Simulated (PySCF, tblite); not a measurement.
# CH₄B₃N₂O₃ radical: geometry, infrared bands and EPR parameters

Wanted: the infrared bands and EPR parameters of CH₄B₃N₂O₃ radical (`[H]/N=[C]/B1OBOB(N)O1`), by calculation.

Programs: tblite 0.8.0 and PySCF 2.14.0, with density-fitted response routines of our own. Each step states its level of theory. These are calculated values for one molecule in the gas phase, unless marked as measured. Atoms count from 0, in the outputs and in this text.

## Step 1: The molecule as given

13 atoms, charge 0, multiplicity 2; geometry from: force field or distance geometry start.

Bonds of the start (Å): N0–C1 1.31, C1–B2 1.58, B2–O3 1.47, O3–B4 1.45, B4–O5 1.48, O5–B6 1.46, B6–N7 1.47, B6–O8 1.48, O8–B2 1.48, N0–H9 1.04, B4–H10 1.18, N7–H11 1.03, N7–H12 1.01.

## Step 2: Relaxing the molecule with GFN2-xTB

What the job is given:

```
{"job": {"kind": "relax", "xc": "GFN2-xTB", "basis": "xTB"}, "charge": 0, "multiplicity": 2}
N      3.031500    -0.782900    -0.720200
C      1.732300    -0.593200    -0.793100
B      1.112900    -0.021000     0.546900
O      0.939000     1.441000     0.587300
B     -0.422800     1.837700     0.264200
O     -1.556300     1.002400     0.712200
B     -1.173600    -0.369500     0.395300
N     -1.939500    -1.227600    -0.521400
O      0.026400    -0.854700     1.116900
H      3.447200    -0.521800     0.192900
H     -0.626000     2.952700    -0.077300
H     -2.837000    -1.638300    -0.210200
H     -1.738500    -1.224300    -1.511100
```

Started as:

```bash
$ OMP_NUM_THREADS=1 python probes_run.py task.json out
```

This one command runs all jobs of the session in turn.

**Question.** This job is followed by: GFN2-xTB harmonic vibrations, gas phase; UKS B3LYP, pcH-1 on B C H N O, non-relativistic, mean-field spin-orbit, GIAO. Predict these results of the whole session: strongest single infrared mode (GFN2-xTB); zero-point energy (GFN2-xTB); g(iso) (B3LYP); ⟨S²⟩; largest a(iso) (averaged by class); surface potential, 1st and 99th percentile.

The runs gave:

| quantity | value |
| --- | --- |
| strongest single infrared mode (GFN2-xTB) | 1264 cm⁻¹, 1282 km/mol |
| zero-point energy (GFN2-xTB) | 49.1 kcal/mol |
| g(iso) (B3LYP) | 2.00167 |
| ⟨S²⟩ | 0.752 (exact 0.75) |
| largest a(iso) (averaged by class) | 1H on H9, 194.2 MHz |
| surface potential, 1st and 99th percentile | -1.18 V and 1.99 V |

**Reading.** The optimisation took 83 steps and gained 4.488 eV; among the close pairs (by a distance rule), B4–O5 changed most, from 1.478 to 1.355 Å. No mode is imaginary among the 33: a minimum at this level. The strongest single mode, at 1264 cm⁻¹, has its largest shares on B4, B6, O3 and O8 (the list is cut at 4 atoms). Unscaled tight-binding wavenumbers are off by several per cent, some by more. Its intensities can rank the bands wrongly. C1 carries the largest spin population, 0.52 e. The isotropic g lies 0.6 ppt below the free-electron value.
